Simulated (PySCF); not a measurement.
# C₄H₃F₃: excited states, first hyperpolarisability

Aim: compute the excited states, first hyperpolarisability of C₄H₃F₃ (`C=CC(F)=C(F)F`).

Computed with PySCF 2.14.0 and routines of our own; the level stands in each step. Atoms count from 0.

## Step 1: The system as given

10 atoms, charge 0, multiplicity 1; geometry from: GFN2-xTB.

## Step 2: Geometry optimisation at PBE0-D3(BJ)/def2-SVP

The job: settings as JSON, then the geometry in Å.

```
{"job": {"xc": "PBE0", "basis": "def2-SVP", "d3": "d3bj", "grid": 2, "kind": "geom"}, "charge": 0, "multiplicity": 1}
C      1.781718     0.504597     0.523491
C      0.639698    -0.158989     0.665273
C     -0.551943     0.148009    -0.098284
F     -0.477430     1.157159    -0.987091
C     -1.716460    -0.496989     0.017040
F     -2.820617    -0.239469    -0.664629
F     -1.905740    -1.506495     0.858812
H      2.650637     0.254801     1.104684
H      1.876984     1.315936    -0.178429
H      0.532036    -0.973905     1.365368
```

Started as:

```
OMP_NUM_THREADS=1 python excited_run.py task.json out
```

The driver reads the jobs from task.json and runs them one after another.

Log:

```text
step   0  E = -452.89034602  max force = 0.023433
step   1  E = -452.89010986  max force = 0.010523
step   2  E = -452.89136514  max force = 0.004277
step   3  E = -452.89180216  max force = 0.003123
step   4  E = -452.89179778  max force = 0.002041
step   5  E = -452.89184259  max force = 0.000490
step   6  E = -452.89184025  max force = 0.000563
step   7  E = -452.89184634  max force = 0.000116
optimisation converged
```

It took 42 s on 1 thread of Arm Neoverse V1, shared host; peak memory 0.67 GiB.

Relaxation path: (the energy doesn't fall at every step)

| step | energy from step 0 (eV) | largest force component (eV/Å) |
| --- | --- | --- |
| 0 | 0.0000 | 1.2050 |
| 1 | 0.0064 | 0.5411 |
| 2 | -0.0277 | 0.2199 |
| 3 | -0.0396 | 0.1606 |
| 4 | -0.0395 | 0.1050 |
| 5 | -0.0407 | 0.0252 |
| 6 | -0.0407 | 0.0290 |
| 7 | -0.0408 | 0.0060 |

Close pairs (by a distance rule), those that changed most:

| bond | before (Å) | after (Å) | change (Å) |
| --- | --- | --- | --- |
| C4–F5 | 1.323 | 1.305 | -0.018 |
| C4–F6 | 1.328 | 1.310 | -0.018 |
| C0–H7 | 1.075 | 1.091 | +0.017 |
| C0–H8 | 1.077 | 1.092 | +0.015 |
| C1–H9 | 1.080 | 1.093 | +0.013 |
| C2–F3 | 1.347 | 1.334 | -0.013 |
| C0–C1 | 1.328 | 1.339 | +0.011 |
| C2–C4 | 1.336 | 1.342 | +0.005 |

The next job starts from the end point, and lists it.

| at the end point | value |
| --- | --- |
| point group (found at 0.08 Å tolerance) | Cs |
| rotational constants (GHz, main isotopes) | 4.921, 1.910, 1.376 |
| dipole moment (D) | 1.27 |

## Step 3: Excited states: TDA wB97X-D/def2-TZVPD

The job: settings as JSON, then the geometry in Å.

```
{"job": {"kind": "states", "xc": "wB97X-D", "basis": "def2-TZVPD", "tda": true, "soc": true, "nstates": 6, "ntriplets": 5, "nquad": 4}, "charge": 0, "multiplicity": 1}
C      1.798728     0.354973     0.652263
C      0.589525    -0.218212     0.697925
C     -0.519535     0.197772    -0.131237
F     -0.314166     1.204388    -0.982456
C     -1.741468    -0.355416    -0.106631
F     -2.739593     0.025365    -0.855507
F     -2.061895    -1.350758     0.683052
H      2.606540     0.006858     1.298279
H      2.008317     1.182577    -0.029235
H      0.385026    -1.045996     1.382097
```

Method: TDA wB97X-D/def2-TZVPD excited states, vertical, gas phase, spin-orbit mean-field couplings.

Log:

```text
coarse grid: 9464 points
cycle   1  E = -453.6055251430  dE =  1.317e+00  |g| = 8.695e-01  |ddm| = 4.387e+00
cycle   2  E = -453.5548142260  dE =  5.071e-02  |g| = 1.094e+00  |ddm| = 1.748e+00
cycle   3  E = -453.7449241008  dE = -1.901e-01  |g| = 6.313e-02  |ddm| = 7.564e-01
cycle   4  E = -453.7456537157  dE = -7.296e-04  |g| = 3.598e-02  |ddm| = 2.533e-01
cycle   5  E = -453.7459099209  dE = -2.562e-04  |g| = 1.179e-02  |ddm| = 5.790e-02
cycle   6  E = -453.7459422170  dE = -3.230e-05  |g| = 3.042e-03  |ddm| = 2.339e-02
cycle   7  E = -453.7459463406  dE = -4.124e-06  |g| = 1.059e-03  |ddm| = 1.057e-02
final grid: 95760 points
cycle   8  E = -453.7480983662  dE = -1.729e-04  |g| = 1.143e-02  |ddm| = 6.588e-01
cycle   9  E = -453.7480963801  dE =  1.986e-06  |g| = 1.201e-02  |ddm| = 4.983e-02
cycle  10  E = -453.7481153092  dE = -1.893e-05  |g| = 9.580e-04  |ddm| = 1.551e-02
cycle  11  E = -453.7481154632  dE = -1.539e-07  |g| = 4.295e-04  |ddm| = 3.557e-03
cycle  12  E = -453.7481155062  dE = -4.299e-08  |g| = 1.075e-04  |ddm| = 1.131e-03
cycle  13  E = -453.7481155090  dE = -2.879e-09  |g| = 2.937e-05  |ddm| = 2.297e-04
cycle  14  E = -453.7481155094  dE = -3.472e-10  |g| = 1.096e-05  |ddm| = 1.147e-04
converged SCF energy = -453.7481155094

Singlet excitations
state   eV       nm        f     d(h-e)  d(exc)  Lambda  PR(NTO)  |dmu|/D   mu/D   main configurations
  1   6.1257   202.4   0.00017   0.172   3.510   0.325   1.034    1.050    2.188   H->L+1 0.86
  2   6.1682   201.0   0.85205   1.195   2.984   0.810   1.085    3.308    2.360   H->L 0.91
  3   6.9049   179.6   0.00545   0.682   3.685   0.290   1.029    2.991    3.219   H->L+2 0.58, H->L+3 0.16, H->L+10 0.09
  4   7.1550   173.3   0.03706   0.859   3.995   0.257   1.143    3.606    2.299   H->L+3 0.65, H->L+2 0.21
  5   7.6625   161.8   0.00975   1.178   3.616   0.293   1.093                     H->L+6 0.32, H->L+10 0.12, H->L+7 0.12
  6   7.7313   160.4   0.16286   0.731   3.048   0.702   1.760                     H-1->L 0.61, H->L+8 0.18, H->L+5 0.12

Triplet excitations (Tamm-Dancoff)
state   eV     d(h-e)  d(exc)  Lambda  PR(NTO)   main configurations
  1   3.2125   0.174   2.560   0.820   1.080   H->L 0.93
  2   5.2248   0.066   1.999   0.739   1.823   H-1->L 0.64, H->L+8 0.23, H->L+11 0.08
  3   5.9670   0.256   3.326   0.326   1.034   H->L+1 0.76
  4   6.6403   0.999   3.391   0.305   1.029   H->L+2 0.43, H->L+10 0.13, H->L+3 0.12
  5   7.0637   1.067   3.941   0.265   1.181   H->L+3 0.52, H->L+2 0.28
S1 - T1 = 2.9132 eV

Spin-orbit couplings |<S|Hso|T>| (cm-1)
             T1       T2       T3       T4       T5
S0        0.063    0.142   12.119   15.510    7.027
S1        0.465    2.101    0.082    4.280    3.085
S2        0.011    0.038    1.142    3.624    2.611
S3        2.706    2.898    5.510    0.487    6.564
S4        1.370    1.471    3.584    7.407    0.119
S5        4.678    2.485    0.554    3.970    6.289
S6        0.183    0.104    1.299    0.625    1.038
T1 sublevels (cm-1): 0.000 0.000 0.000   radiative rates (1/s): 0.0235 0.0173 6.07e-05
```

Run time: 60 s. Hardware: 1 thread of Arm Neoverse V1, shared host; peak memory 0.99 GiB.

Key values:

| quantity | value |
| --- | --- |
| S1 less T1 | 2.91 eV |

## Step 4: Excited states: TDDFT CAM-B3LYP/def2-TZVPD

Settings changed since step 3:

```diff
@@ -1,2 +1,2 @@
-{"job": {"kind": "states", "xc": "wB97X-D", "basis": "def2-TZVPD", "tda": true, "soc": true, "nstates": 6, "ntriplets": 5, "nquad": 4}, "charge": 0, "multiplicity": 1}
+{"job": {"kind": "states", "xc": "CAM-B3LYP", "basis": "def2-TZVPD", "tpa": true, "nstates": 8, "nquad": 6, "ntriplets": 0}, "charge": 0, "multiplicity": 1}
 C      1.798728     0.354973     0.652263
```

Method: TDDFT CAM-B3LYP/def2-TZVPD excited states, vertical, gas phase, two-photon moments by quadratic response.

Log:

```text
coarse grid: 9464 points
cycle   1  E = -453.6025346475  dE =  1.289e+00  |g| = 8.657e-01  |ddm| = 3.441e+00
cycle   2  E = -453.5015057716  dE =  1.010e-01  |g| = 1.206e+00  |ddm| = 1.600e+00
cycle   3  E = -453.7389198243  dE = -2.374e-01  |g| = 6.831e-02  |ddm| = 8.374e-01
cycle   4  E = -453.7395712701  dE = -6.514e-04  |g| = 4.733e-02  |ddm| = 1.138e-01
cycle   5  E = -453.7399740989  dE = -4.028e-04  |g| = 1.175e-02  |ddm| = 4.720e-02
cycle   6  E = -453.7400013034  dE = -2.720e-05  |g| = 3.300e-03  |ddm| = 1.406e-02
cycle   7  E = -453.7400043346  dE = -3.031e-06  |g| = 8.973e-04  |ddm| = 5.739e-03
final grid: 95760 points
cycle   8  E = -453.7402460396  dE = -4.881e-05  |g| = 4.018e-03  |ddm| = 2.021e-01
cycle   9  E = -453.7402457333  dE =  3.063e-07  |g| = 4.340e-03  |ddm| = 1.592e-02
cycle  10  E = -453.7402488320  dE = -3.099e-06  |g| = 5.253e-04  |ddm| = 4.226e-03
cycle  11  E = -453.7402488660  dE = -3.395e-08  |g| = 2.090e-04  |ddm| = 8.423e-04
cycle  12  E = -453.7402488754  dE = -9.390e-09  |g| = 4.402e-05  |ddm| = 3.686e-04
cycle  13  E = -453.7402488758  dE = -4.467e-10  |g| = 1.514e-05  |ddm| = 6.973e-05
converged SCF energy = -453.7402488758

Singlet excitations
state   eV       nm        f     d(h-e)  d(exc)  Lambda  PR(NTO)  |dmu|/D   mu/D   delta(TPA)   sigma/GM   main configurations
  1   5.7535   215.5   0.64019   0.983   2.950   0.802   1.133    2.644    1.655      234.65      2.846   H->L 0.97
  2   5.8691   211.2   0.00022   0.341   3.555   0.344   1.028    1.744    2.968       15.97      0.202   H->L+1 0.90
  3   6.6402   186.7   0.00629   0.496   3.764   0.301   1.029    2.209    2.679       22.75      0.368   H->L+2 0.66, H->L+3 0.15
  4   6.8899   180.0   0.02640   0.993   4.009   0.274   1.104    4.065    2.677       31.48      0.547   H->L+3 0.70, H->L+2 0.19
  5   7.4878   165.6   0.00750   1.247   3.710   0.300   1.091    5.273    4.754       86.72      1.781   H->L+6 0.36, H->L+4 0.20
  6   7.5884   163.4   0.06268   0.441   3.092   0.694   1.820    1.327    2.223      643.42     13.574   H-1->L 0.70, H->L+5 0.14, H->L+8 0.12
  7   7.7930   159.1   0.00857   1.033   3.804   0.361   1.326                                            H->L+5 0.83, H-1->L 0.14
  8   7.8110   158.7   0.00025   0.096   4.263   0.280   1.088                                            H->L+4 0.64, H->L+6 0.20
```

Run time: 78 s. Hardware: 1 thread of Arm Neoverse V1, shared host; peak memory 1.1 GiB.

## Step 5: First hyperpolarisability: quadratic response CAM-B3LYP/def2-TZVPD

Settings changed since step 4:

```diff
@@ -1,2 +1,2 @@
-{"job": {"kind": "states", "xc": "CAM-B3LYP", "basis": "def2-TZVPD", "tpa": true, "nstates": 8, "nquad": 6, "ntriplets": 0}, "charge": 0, "multiplicity": 1}
+{"job": {"kind": "beta", "xc": "CAM-B3LYP", "basis": "def2-TZVPD"}, "charge": 0, "multiplicity": 1}
 C      1.798728     0.354973     0.652263
```

With the program's defaults for keys left out, this is: quadratic response CAM-B3LYP/def2-TZVPD first hyperpolarisability, Taylor convention, gas phase.

Log:

```text
coarse grid: 9464 points
cycle   1  E = -453.6025346475  dE =  1.289e+00  |g| = 8.657e-01  |ddm| = 3.441e+00
cycle   2  E = -453.5015057716  dE =  1.010e-01  |g| = 1.206e+00  |ddm| = 1.600e+00
cycle   3  E = -453.7389198243  dE = -2.374e-01  |g| = 6.831e-02  |ddm| = 8.374e-01
cycle   4  E = -453.7395712701  dE = -6.514e-04  |g| = 4.733e-02  |ddm| = 1.138e-01
cycle   5  E = -453.7399740989  dE = -4.028e-04  |g| = 1.175e-02  |ddm| = 4.720e-02
cycle   6  E = -453.7400013034  dE = -2.720e-05  |g| = 3.300e-03  |ddm| = 1.406e-02
cycle   7  E = -453.7400043346  dE = -3.031e-06  |g| = 8.973e-04  |ddm| = 5.739e-03
final grid: 95760 points
cycle   8  E = -453.7402460396  dE = -4.881e-05  |g| = 4.018e-03  |ddm| = 2.021e-01
cycle   9  E = -453.7402457333  dE =  3.063e-07  |g| = 4.340e-03  |ddm| = 1.592e-02
cycle  10  E = -453.7402488320  dE = -3.099e-06  |g| = 5.253e-04  |ddm| = 4.226e-03
cycle  11  E = -453.7402488660  dE = -3.395e-08  |g| = 2.090e-04  |ddm| = 8.423e-04
cycle  12  E = -453.7402488754  dE = -9.390e-09  |g| = 4.402e-05  |ddm| = 3.686e-04
cycle  13  E = -453.7402488758  dE = -4.467e-10  |g| = 1.514e-05  |ddm| = 6.973e-05
converged SCF energy = -453.7402488758

Lowest singlets (eV, f): 5.7535 0.6402  5.8691 0.0002  6.6402 0.0063

First hyperpolarisability (au)
process     nm      |vector|   parallel      HRS      DR
static         -      442.96     -213.3     165.28   7.872
shg       1907.0      472.92    -226.83     176.86   7.695
eope      1907.0      452.57    -217.65          -       -
shg       1064.0      553.50    -263.03     208.16   7.284
eope      1064.0      475.18    -227.85          -       -
```

Run time: 58 s. Hardware: 1 thread of Arm Neoverse V1, shared host; peak memory 1.1 GiB.

## Step 6: Excited states: TDA wB97X-D/def2-TZVPD in methanol

Settings changed since step 5:

```diff
@@ -1,2 +1,2 @@
-{"job": {"kind": "beta", "xc": "CAM-B3LYP", "basis": "def2-TZVPD"}, "charge": 0, "multiplicity": 1}
+{"job": {"kind": "states", "xc": "wB97X-D", "basis": "def2-TZVPD", "tda": true, "soc": true, "nstates": 6, "ntriplets": 5, "nquad": 4, "solvent": "methanol"}, "charge": 0, "multiplicity": 1}
 C      1.798728     0.354973     0.652263
```

Level: TDA wB97X-D/def2-TZVPD excited states, vertical, IEF-PCM methanol (non-equilibrium response), spin-orbit mean-field couplings.

Log:

```text
coarse grid: 9464 points
cycle   1  E = -453.6152493075  dE =  1.307e+00  |g| = 8.501e-01  |ddm| = 4.351e+00
cycle   2  E = -453.5872954309  dE =  2.795e-02  |g| = 1.023e+00  |ddm| = 1.829e+00
cycle   3  E = -453.7481231353  dE = -1.608e-01  |g| = 6.252e-02  |ddm| = 7.611e-01
cycle   4  E = -453.7488848355  dE = -7.617e-04  |g| = 2.908e-02  |ddm| = 2.771e-01
cycle   5  E = -453.7490889592  dE = -2.041e-04  |g| = 1.049e-02  |ddm| = 7.232e-02
cycle   6  E = -453.7491207346  dE = -3.178e-05  |g| = 3.052e-03  |ddm| = 2.957e-02
cycle   7  E = -453.7491262555  dE = -5.521e-06  |g| = 1.337e-03  |ddm| = 1.200e-02
final grid: 95760 points
cycle   8  E = -453.7512263875  dE = -1.723e-04  |g| = 1.136e-02  |ddm| = 6.694e-01
cycle   9  E = -453.7512255061  dE =  8.814e-07  |g| = 1.175e-02  |ddm| = 4.924e-02
cycle  10  E = -453.7512431279  dE = -1.762e-05  |g| = 9.069e-04  |ddm| = 1.637e-02
cycle  11  E = -453.7512432731  dE = -1.451e-07  |g| = 4.053e-04  |ddm| = 3.510e-03
cycle  12  E = -453.7512433126  dE = -3.950e-08  |g| = 9.280e-05  |ddm| = 1.183e-03
cycle  13  E = -453.7512433149  dE = -2.333e-09  |g| = 3.131e-05  |ddm| = 2.382e-04
cycle  14  E = -453.7512433153  dE = -3.565e-10  |g| = 1.058e-05  |ddm| = 1.301e-04
converged SCF energy = -453.7512433153

Singlet excitations
state   eV       nm        f     d(h-e)  d(exc)  Lambda  PR(NTO)  |dmu|/D   mu/D   main configurations
  1   5.9852   207.2   0.95745   0.985   2.948   0.817   1.078    3.309    2.330   H->L 0.94
  2   6.0751   204.1   0.00023   0.428   3.496   0.324   1.031    2.202    3.885   H->L+1 0.85
  3   6.8927   179.9   0.00525   0.908   3.723   0.292   1.025    4.281    4.731   H->L+2 0.64, H->L+3 0.11
  4   7.1909   172.4   0.05117   0.611   4.038   0.248   1.149    2.680    1.002   H->L+3 0.72, H->L+2 0.14
  5   7.6969   161.1   0.10466   0.390   3.104   0.676   1.889                     H-1->L 0.58, H->L+8 0.17
  6   7.7033   160.9   0.01953   0.759   3.505   0.353   1.261                     H->L+6 0.27, H->L+10 0.16, H->L+7 0.15

Triplet excitations (Tamm-Dancoff)
state   eV     d(h-e)  d(exc)  Lambda  PR(NTO)   main configurations
  1   3.2337   0.153   2.555   0.824   1.081   H->L 0.94
  2   5.2452   0.062   1.995   0.736   1.832   H-1->L 0.64, H->L+8 0.21, H->L+11 0.10
  3   5.9291   0.518   3.317   0.329   1.029   H->L+1 0.76, H->L+10 0.08
  4   6.6400   1.154   3.448   0.305   1.025   H->L+2 0.48, H->L+1 0.10, H->L+3 0.09
  5   7.1249   0.824   3.984   0.257   1.179   H->L+3 0.61, H->L+2 0.21
S1 - T1 = 2.7515 eV

Spin-orbit couplings |<S|Hso|T>| (cm-1)
             T1       T2       T3       T4       T5
S0        0.060    0.142   10.878   14.699    7.626
S1        0.006    0.030    0.623    3.633    3.177
S2        0.292    2.054    0.011    4.996    3.670
S3        2.890    2.816    6.039    0.544    6.700
S4        2.044    1.325    4.223    7.587    0.303
S5        1.526    0.855    1.303    1.407    2.279
S6        4.341    2.451    0.516    3.715    5.888
T1 sublevels (cm-1): 0.000 0.000 0.000   radiative rates (1/s): 0.0281 0.0441 5.46e-05
```

Wall time 59 s (1 thread of Arm Neoverse V1, shared host); peak memory 1 GiB.

From this job:

| quantity | value |
| --- | --- |
| S1 less T1 | 2.75 eV |

## Step 7: Summary of results

```
                                                  quantity                                                value
                                               point group                                                   Cs
                      rotational constants (main isotopes)                                 4.92, 1.91, 1.38 GHz
               S1 less T1 (step 3, TDA wB97X-D/def2-TZVPD)                                              2.91 eV
β vector (step 5, quadratic response CAM-B3LYP/def2-TZVPD)  static 443, SHG 1907.0 nm 473, SHG 1064.0 nm 554 au
   S1 less T1 (step 6, TDA wB97X-D/def2-TZVPD in methanol)                                              2.75 eV
```

Over 7 steps the energy fell by 0.041 eV; of the close pairs, C4–F5 changed most, 1.323 to 1.305 Å. In step 3, the number of triplets below S1 is 3, and the largest singlet-triplet spin-orbit coupling is S0–T4, 15.51 cm⁻¹. β grows from 443 au (static) to 554 au for doubling at 1064.0 nm: normal dispersion, which grows as twice the photon energy moves toward the bright states. In step 6, the number of triplets below S1 is 3, and the largest singlet-triplet spin-orbit coupling is S0–T4, 14.70 cm⁻¹.
